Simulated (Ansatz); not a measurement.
**CH4AlSe radical: basis-set convergence**

One table from this session's results is given with a row withheld; the runs are named, their logs left out.

The runs use Ansatz 0.2.0, Gaussian basis; one geometry, several basis sets.

Plan: PBE0-D4/def2-SVP; ωB97M-V/def2-SVP; PBE0-D4/def2-QZVPP; ωB97M-V/def2-QZVPP; the functionals' def2-TZVPP values are taken from earlier runs.

## Structure used throughout

All runs share one geometry, relaxed beforehand with PBE0-D4 in a triple-zeta def2 set.

SMILES `[CH3][Al][SeH]`, 7 atoms, charge 0, spin multiplicity 2.

Atoms are counted from 1 here; the program's logs count them from 0.

Bond lengths: C1–Al2 1.965 Å, C1–H4 1.095 Å, C1–H5 1.095 Å, C1–H6 1.091 Å, Al2–Se3 2.344 Å, Se3–H7 1.468 Å. Angles: Al2–C1–H4 109.3°, Al2–C1–H5 109.8°, Al2–C1–H6 112.9°, H4–C1–H5 107.8°, H4–C1–H6 108.2°, H5–C1–H6 108.6°, C1–Al2–Se3 114.9°, Al2–Se3–H7 93.0°.

Geometry (Å):

```xyz
7
CH4AlSe
C    -1.1643    0.3749   -0.3159
Al    0.1697   -0.5904    0.7574
Se    2.3872   -0.3358    0.0411
H    -1.2466   -0.0969   -1.3007
H    -0.8412    1.4098   -0.4666
H    -2.1545    0.3817    0.1426
H     2.9110   -1.2115    1.0963
```

The first run:

Contents of in.yaml:

```yaml
crystal:
  periodic: [false, false, false]
  atoms:
    - {symbol: C, position_ang: [-1.164250, 0.374926, -0.315880]}
    - {symbol: Al, position_ang: [0.169670, -0.590393, 0.757429]}
    - {symbol: Se, position_ang: [2.387243, -0.335758, 0.041059]}
    - {symbol: H, position_ang: [-1.246563, -0.096938, -1.300678]}
    - {symbol: H, position_ang: [-0.841228, 1.409829, -0.466609]}
    - {symbol: H, position_ang: [-2.154531, 0.381735, 0.142597]}
    - {symbol: H, position_ang: [2.910959, -1.211501, 1.096282]}
basis:
  gaussian: {orbitals: def2-SVP}
magnetization: {spin_polarized: true, initial_magnetization: 1}
hamiltonian: {xc: pbe0, dispersion: d4}
output: {orbitals: {seedname: orbitals}}
```

The run is started by

```bash
$ ansatz run in.yaml --threads 4 --pin off --events-out ev --progress --plain --max-ram 10444MiB
```

Among the steps run: PBE0-D4 in def2-SVP; ωB97M-V in def2-SVP; PBE0-D4 in def2-QZVPP; ωB97M-V in def2-QZVPP.

One of the session's tables, all rows but one given; the rest of the session is left out.

It belongs to the step «Functionals by basis». 

```
functional       basis  HOMO (eV)  LUMO (eV)
   PBE0-D4    def2-SVP      -5.53      -2.37
   PBE0-D4  def2-TZVPP      -5.55      -2.38
   PBE0-D4  def2-QZVPP          ?          ?
   ωB97M-V    def2-SVP      -7.13      -0.94
   ωB97M-V  def2-TZVPP      -7.17      -0.95
   ωB97M-V  def2-QZVPP      -7.21      -1.04
```

Estimate the missing values for PBE0-D4, def2-QZVPP.

As computed: HOMO (eV): -5.57; LUMO (eV): -2.40. In the column «HOMO (eV)» it lies between ωB97M-V, def2-SVP (-7.13) and PBE0-D4, def2-TZVPP (-5.55).
